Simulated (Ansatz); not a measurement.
# Si2O: from the start to rest

The start is Si2O, a structure type of another compound, with these elements put in. Where does it settle when we relax cell and atoms at 5 GPa, and what is it like there?

Program: Ansatz 0.2.0. Level of theory: DFT, PBE, no spin polarisation, plane waves, PAW. These are calculated values, not measurements.

### Step 1. The system as given

The structure is hexagonal, space group P6/mmm (No. 191). Conventional cell: a = 3.371 Å, b = 3.371 Å, c = 3.850 Å, α = 90.00°, β = 90.00°, γ = 120.00°. O (site symmetry 6/mmm) has 12 Si at 2.74 Å as nearest neighbours. Around Si (site symmetry -6m2) lie 3 Si at 1.95 Å.

In its conventional cell, by symmetry (the run takes the cell typed in the input):

```cif
data_structure
_symmetry_space_group_name_H-M 'P6/mmm'
_symmetry_Int_Tables_number 191
_cell_length_a 3.3714
_cell_length_b 3.3714
_cell_length_c 3.8500
_cell_angle_alpha 90.000
_cell_angle_beta 90.000
_cell_angle_gamma 120.000
_cell_volume 37.90
loop_
_atom_site_label
_atom_site_type_symbol
_atom_site_symmetry_multiplicity
_atom_site_Wyckoff_symbol
_atom_site_fract_x
_atom_site_fract_y
_atom_site_fract_z
_atom_site_occupancy
O1 O 1 a 0.00000 0.00000 0.00000 1
Si1 Si 2 d 0.33333 0.66667 0.50000 1
```

It starts from an earlier solution of the starting cell (checkpoint.read).

### Step 2. The walk to rest

File input.yaml:

```yaml
crystal:
  lattice:
    - [3.371377, 0.0, 0.0]
    - [-1.685688, 2.9197, 0.0]
    - [0.0, 0.0, 3.850036]
  atoms:
    - { symbol: O, position: [0.0, 0.0, 0.0] }
    - { symbol: Si, position: [0.3333, 0.6667, 0.5] }
    - { symbol: Si, position: [0.6666, 0.3333, 0.5] }
  symmetry: { tolerance: 0.0003 }
kpoints:
  mp_grid: { grid: [12, 12, 6], shift: [0, 0, 0] }
magnetization:
  spin_polarized: false
scf:
  occupations: { method: methfessel_paxton, width: 0.0159 }
  lower_state_search: "off"
hamiltonian:
  pseudopotentials: { kind: paw }
  xc: pbe
basis:
  ecutwfc: 420
  fft_grid_basis: typed
relax:
  max_steps: 40
  cell: { p_target: 5.0 }
  f_tol: 0.03
output:
  forces: true
  stress: true
  eigenvalues: true
  bader: true
  populations: true
  elf: true
  write_potential: true
  volumetric_format: npy
  dos:
    e_range: [-12, 8]
    de: 0.05
    projected: { site_lists: { O: [O], Si: [Si] } }
  write_density: true
checkpoint:
  read: saved_state
```

Run with:

```
> ansatz run input.yaml --threads 2 --pin off --max-ram 2560MiB --backend cpu --events-out ev --progress --plain --runs-dir out
```

What does the calculation give? Wanted: moves; largest move; cell; volume; pressure at the end; character; Bader charges.

**Answer**, as computed:

```
                                                 quantity                                                                       value
                                                    moves                                                                          10
                                             largest move                                                                      0.00 Å
                     space group (0.01 Å), before / after                                                             P6/mmm / P6/mmm
                                                     cell  a = 3.900 Å, b = 3.900 Å, c = 2.982 Å, α = 90.00°, β = 90.00°, γ = 120.00°
                                                   volume                                                      13.10 Å³/atom (+3.7 %)
                                      pressure at the end                                                                    5.00 GPa
                                                character                                                                       metal
density of states, mean within 0.25 eV of the Fermi level                                                         1.3 per eV per cell
                                            Bader charges                                                         O -0.93, Si +0.46 e
```

In words: The volume grew by 3.7 %, and the atoms end where they began within the cell. The shape changed more than that tells: the edges moved by +16, +16, -23 %. With 24 symmetry operations imposed, the end may be a saddle point towards distortions that break them. The cell is metallic; within 0.25 eV of the Fermi level the density of states averages 1.3 per eV per cell, mostly O p (46 %) and Si p (44 %). By Bader's partition Si gives up most (+0.46 e) and O takes most (-0.93 e).

Caveats: the k mesh is coarse for a cell without a gap.
